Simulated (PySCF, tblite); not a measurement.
# C₄H₁₂O₂SSi₂: geometry, infrared bands and NMR shifts

Wanted: the infrared bands and NMR shifts of C₄H₁₂O₂SSi₂ (`C=C([Si@@H](O)C[SiH3])[S@@](C)=O`), by calculation.

Programs: tblite 0.8.0 and PySCF 2.14.0, with density-fitted response routines of our own. Each step states its level of theory. These are calculated values for one molecule in the gas phase, unless marked as measured. Atoms count from 0, in the outputs and in this text.

**1. The starting structure**

21 atoms, charge 0, multiplicity 1; geometry from: force field or distance geometry start.

Bonds of the start (Å): C0–C1 1.34, C1–Si2 1.88, Si2–O3 1.66, Si2–C4 1.85, C4–Si5 1.84, C1–S6 1.79, S6–C7 1.80, S6–O8 1.51, C0–H9 1.08, C0–H10 1.10, Si2–H11 1.47, O3–H12 0.98, C4–H13 1.09, C4–H14 1.09, Si5–H15 1.49, Si5–H16 1.49, Si5–H17 1.48, C7–H18 1.09, C7–H19 1.09, C7–H20 1.10.

**2. Optimising the geometry with GFN2-xTB**

What the job is given:

```
{"job": {"kind": "relax", "xc": "GFN2-xTB", "basis": "xTB"}, "charge": 0, "multiplicity": 1}
C     -0.001000     1.744600     1.475300
C     -0.299800     0.479600     1.143400
Si     0.999600    -0.833600     0.816000
O      0.639400    -2.185800     1.702500
C      1.106500    -1.259600    -0.982300
Si     1.799100     0.201000    -1.867500
S     -2.023600    -0.015000     1.139000
C     -2.481600     0.739900    -0.434600
O     -2.050600    -1.511000     0.961500
H      1.010800     2.106000     1.544400
H     -0.785700     2.473300     1.706100
H      2.298600    -0.335900     1.297300
H     -0.307900    -2.446800     1.677700
H      0.128900    -1.529300    -1.390800
H      1.755200    -2.119300    -1.121800
H      3.128800     0.597800    -1.318700
H      0.882800     1.367200    -1.773500
H      1.968300    -0.116500    -3.306000
H     -2.394600     1.824900    -0.368500
H     -1.849500     0.350400    -1.234500
H     -3.532300     0.485200    -0.644800
```

Launch:

```console
> OMP_NUM_THREADS=1 python probes_run.py task.json out
```

This one command runs all jobs of the session in turn.

**Question.** This job is followed by: GFN2-xTB harmonic vibrations, gas phase; GIAO PBE0/pcSseg-1 NMR shielding, non-relativistic, gas phase. What will the session give for the following? strongest single infrared mode (GFN2-xTB); zero-point energy (GFN2-xTB); 13C shifts against TMS (PBE0/pcSseg-1); 1H shifts against TMS (PBE0/pcSseg-1, means over atoms taken as alike); 29Si shifts against TMS (PBE0/pcSseg-1); 17O shifts against H2O (PBE0/pcSseg-1); 33S shifts against CS2 (PBE0/pcSseg-1).

**Answer**, as computed:

| quantity | value |
| --- | --- |
| strongest single infrared mode (GFN2-xTB) | 966 cm⁻¹, 510 km/mol |
| zero-point energy (GFN2-xTB) | 91.9 kcal/mol |
| 13C shifts against TMS (PBE0/pcSseg-1) | 168.8, 136.6, 48.4, -2.2 ppm |
| 1H shifts against TMS (PBE0/pcSseg-1, means over atoms taken as alike) | 7.06, 6.26, 5.88, 5.78, 3.90, 2.63, 0.58, 0.27 ppm |
| 29Si shifts against TMS (PBE0/pcSseg-1) | -13.2, -79.0 ppm |
| 17O shifts against H2O (PBE0/pcSseg-1) | 52.5, 41.4 ppm |
| 33S shifts against CS2 (PBE0/pcSseg-1) | 352 ppm |

What this shows: Relaxing lowered the energy by 0.364 eV in 228 steps; the close pair that moved most is C4–Si5, from 1.843 to 1.893 Å. No mode is imaginary among the 57: a minimum at this level. The strongest single mode, at 966 cm⁻¹, moves mainly H12. Unscaled tight-binding wavenumbers are off by several per cent, some by more. Its intensities can rank the bands wrongly. At PBE0/pcSseg-1: Shielding is most anisotropic at S6 (span 395 ppm, paramagnetic term -903 ppm).
